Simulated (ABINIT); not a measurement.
A calculation with ABINIT 10.8.3 (patched build) of Y3Ge (ASE script, structure typed inline):

Contents of run.py:

```python
import json, os
import numpy as np
from ase.units import GPa
from ase.calculators.abinit import Abinit, AbinitProfile
from ase import Atoms

atoms = Atoms(['Y', 'Y', 'Y', 'Ge'],
              cell=[[-2.265394, 2.265394, 5.19702], [2.265394, -2.265394, 5.19702], [2.265394, 2.265394, -5.19702]],
              scaled_positions=[[0.5, 0.5, 0.0], [0.25, 0.75, 0.5], [0.75, 0.25, 0.5], [0.0, 0.0, 0.0]],
              pbc=True)

profile = AbinitProfile(command='abinit', pp_paths=[os.path.abspath('pseudos')])
params = dict(
    pps='pawxml', xc='PBE',
    ecut=598.6505,
    pawecutdg=1197.301,
    pawxcdev=0,
    kptopt=1,
    ngkpt=[8, 8, 8],
    nshiftk=1,
    shiftk=[0.0, 0.0, 0.0],
    ixc=11,
    nband=29,
    occopt=3,
    tsmear=0.05,
    nstep=100,
    tolvrs=1e-09,
    prtwf=0,
    prtden=0,
)

atoms.calc = Abinit(profile=profile, directory='run', **params)
energy = atoms.get_potential_energy()
forces = atoms.get_forces()
stress = atoms.get_stress()
print(f'energy {energy:.6f} eV')
print('forces (eV/A)')
print(np.round(forces, 5))
print('stress (GPa, Voigt, tension positive)', np.round(stress / GPa, 4))
json.dump(dict(energy=energy, forces=forces.tolist(), stress=stress.tolist(), cell=atoms.cell.tolist(), frac=atoms.get_scaled_positions(wrap=False).tolist()), open('results.json', 'w'))
```

Potentials or basis: JTH PAW PBE v2.0.

Run with:

```sh
$ python run.py
```

The cell comes from a database or a generator and needn't be the stable form of this composition.

Task: Write the same calculation in another form: native input, structure typed inline.

Result: As run:

The input run.abi:

```
pp_dirpath "./"
pseudos "Y.GGA_PBE-JTH.xml, Ge.GGA_PBE-JTH.xml"

acell 6.1051647669 6.1051647669 6.1051647669 Angstrom
rprim
    -0.3710618937     0.3710618937     0.8512497530
     0.3710618937    -0.3710618937     0.8512497530
     0.3710618937     0.3710618937    -0.8512497530
ntypat 2
znucl 39 32
natom 4
typat 1 1 1 2
xred
     0.5000000000     0.5000000000     0.0000000000
     0.2500000000     0.7500000000     0.5000000000
     0.7500000000     0.2500000000     0.5000000000
     0.0000000000     0.0000000000     0.0000000000

ecut 22.0
pawecutdg 44.0
pawxcdev 0

kptopt 1
ngkpt 8 8 8
nshiftk 1
shiftk 0.0 0.0 0.0

ixc 11

nband 29
occopt 3
tsmear 0.05 eV

nstep 100
tolvrs 1.0e-9

iomode 3
prtwf 0
prteig 0
prtebands 0
enunit 2
prtden 1
prtvha 1
prtvclmb 1
prtpot 1
```

Potentials or basis: JTH PAW PBE v2.0.

The run is started by

```sh
$ abinit run.abi > log 2>&1
```

Both were run:

|  | ASE script, structure typed inline | native input, structure typed inline |
| --- | --- | --- |
| Pressure | -0.4 GPa | -0.4 GPa |
| Band gap on the k mesh | none (metal or under the smearing width) | none (metal or under the smearing width) |
| Valence electrons inside the program's atomic spheres | Y 8.09, 8.12; Ge 12.21 | Y 8.09, 8.12; Ge 12.21 |

Keys that steer only the numerical path or the files written may differ.
